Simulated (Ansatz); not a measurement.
# BF₂H₄NSi: up Jacob's ladder to CCSD(T)

How much do the methods differ for BF₂H₄NSi? The plan is to run it at one geometry with functionals of several rungs and with coupled cluster. The yardstick is the atomisation energy at the CCSD(T) limit.

Computed with Ansatz 0.2.0, Gaussian basis. Level: functionals in def2-TZVPP, the program's frozen cores in correlated methods.

Levels to be run: LDA (SPW92), PBE-D4, revPBE-D4, BLYP-D4, r2SCAN-D4, B97M-V, PBE0-D4, B3LYP-D4, r2SCANh-D4, r2SCAN0-D4, HSE06-D4, BHLYP-D4, CAM-B3LYP-D4, LC-ωPBE, ωB97X-V, ωB97M-V, B2PLYP, PBE-QIDH; CCSD(T)/def2-SVP; CCSD(T)/def2-TZVPP; MP2/def2-QZVPP; extrapolation to the limit; RPA on PBE.

**1. Structure used throughout**

All runs share one geometry, relaxed beforehand with PBE0-D4 in a triple-zeta def2 set.

SMILES `FB(F)N[SiH3]`, 9 atoms, charge 0, spin multiplicity 1.

Atoms are counted from 1 here; the program's logs count them from 0.

Bond lengths: F1–B2 1.328 Å, B2–F3 1.330 Å, B2–N4 1.402 Å, N4–Si5 1.745 Å, N4–H6 1.008 Å, Si5–H7 1.484 Å, Si5–H8 1.483 Å, Si5–H9 1.484 Å. Angles: F1–B2–F3 117.4°, F1–B2–N4 122.2°, F3–B2–N4 120.4°, B2–N4–Si5 126.6°, B2–N4–H6 116.0°, Si5–N4–H6 117.4°, N4–Si5–H7 106.3°, N4–Si5–H8 110.8°, N4–Si5–H9 111.1°, H7–Si5–H8 109.9°, H7–Si5–H9 109.7°, H8–Si5–H9 108.9°.

Geometry (Å):

```xyz
9
BF2H4NSi
F     2.6650   -0.7181    0.1429
B     1.3393   -0.7782    0.1028
F     0.7781   -1.9819    0.1764
N     0.5433    0.3701   -0.0127
Si   -1.2001    0.4256   -0.0759
H     1.0371    1.2479   -0.0612
H    -1.5652    1.8533   -0.2495
H    -1.7119   -0.3696   -1.2184
H    -1.7970   -0.0955    1.1784
```

**2. LDA**

This LDA is Slater exchange with PW92 correlation.

Contents of in.yaml:

```yaml
crystal:
  periodic: [false, false, false]
  atoms:
    - {symbol: F, position_ang: [2.665002, -0.718089, 0.142930]}
    - {symbol: B, position_ang: [1.339313, -0.778213, 0.102778]}
    - {symbol: F, position_ang: [0.778106, -1.981870, 0.176433]}
    - {symbol: N, position_ang: [0.543318, 0.370115, -0.012653]}
    - {symbol: Si, position_ang: [-1.200119, 0.425625, -0.075891]}
    - {symbol: H, position_ang: [1.037082, 1.247948, -0.061247]}
    - {symbol: H, position_ang: [-1.565226, 1.853297, -0.249459]}
    - {symbol: H, position_ang: [-1.711949, -0.369630, -1.218423]}
    - {symbol: H, position_ang: [-1.797029, -0.095482, 1.178433]}
basis:
  gaussian: {orbitals: def2-TZVPP}
hamiltonian: {xc: lda}
output: {orbitals: {seedname: orbitals}}
```

On the command line:

```bash
$ ansatz run in.yaml --threads 2 --pin off --events-out ev --progress --plain --max-ram 4352MiB
```

Further steps of the session: PBE-D4 (GGA); revPBE-D4 (GGA); BLYP-D4 (GGA); r2SCAN-D4 (meta-GGA); B97M-V (meta-GGA); B3LYP-D4 (hybrid); r2SCANh-D4 (hybrid); r2SCAN0-D4 (hybrid); HSE06-D4 (hybrid); BHLYP-D4 (hybrid); CAM-B3LYP-D4 (range-separated); LC-ωPBE (range-separated); ωB97X-V (range-separated); ωB97M-V (range-separated); B2PLYP (double hybrid); PBE-QIDH (double hybrid); CCSD(T) in def2-SVP; CCSD(T) in def2-TZVPP; MP2 in def2-QZVPP; RPA on PBE orbitals.

Q: Predict the results of all the runs planned. Wanted: atomisation energy, CCSD(T)/CBS; farthest beyond LDA; mean size of error, GGA; mean size of error, meta-GGA; mean size of error, hybrid; mean size of error, range-separated; mean size of error, double hybrid; gap, smallest and largest; T1 diagnostic.

As calculated:

| quantity | value |
| --- | --- |
| atomisation energy, CCSD(T)/CBS | 36.450 eV |
| functionals within 0.182 eV (0.5 %) | BLYP-D4, r2SCAN-D4, B97M-V, B3LYP-D4, HSE06-D4, LC-ωPBE, ωB97X-V |
| farthest beyond LDA | BHLYP-D4 (-0.940 eV) |
| mean size of error, GGA | 0.344 eV |
| mean size of error, meta-GGA | 0.092 eV |
| mean size of error, hybrid | 0.360 eV |
| mean size of error, range-separated | 0.196 eV |
| mean size of error, double hybrid | 0.288 eV |
| gap, smallest and largest | 6.23 eV (LDA (SPW92)), 13.43 eV (LC-ωPBE) |
| T1 diagnostic | 0.0117 |
| triples share of the correlation energy | 3.1 % |

LDA overbinds by 5.050 eV (14 %). PBE-D4 is off by +0.471 eV. Double hybrids carry the basis error of their MP2 part in triple zeta, and no dispersion term here, so their miss is partly the set-up's. Taken by rung, meta-GGA functionals do best (0.092 eV on average) and hybrid ones worst beyond LDA (0.360 eV). The mean of the hybrids holds BHLYP, with half exact exchange. The reference freezes the cores and leaves out relativity and excitations past (T), so misses under about 0.182 eV can't be ranked. Hartree-Fock recovers 75 % of the binding; the rest is correlation. CCSD(T) in def2-SVP is off by -2.053 eV, which most functionals beat. The gap grows from 6.2 to 13.4 eV across the functionals, mostly with the share of exact exchange.
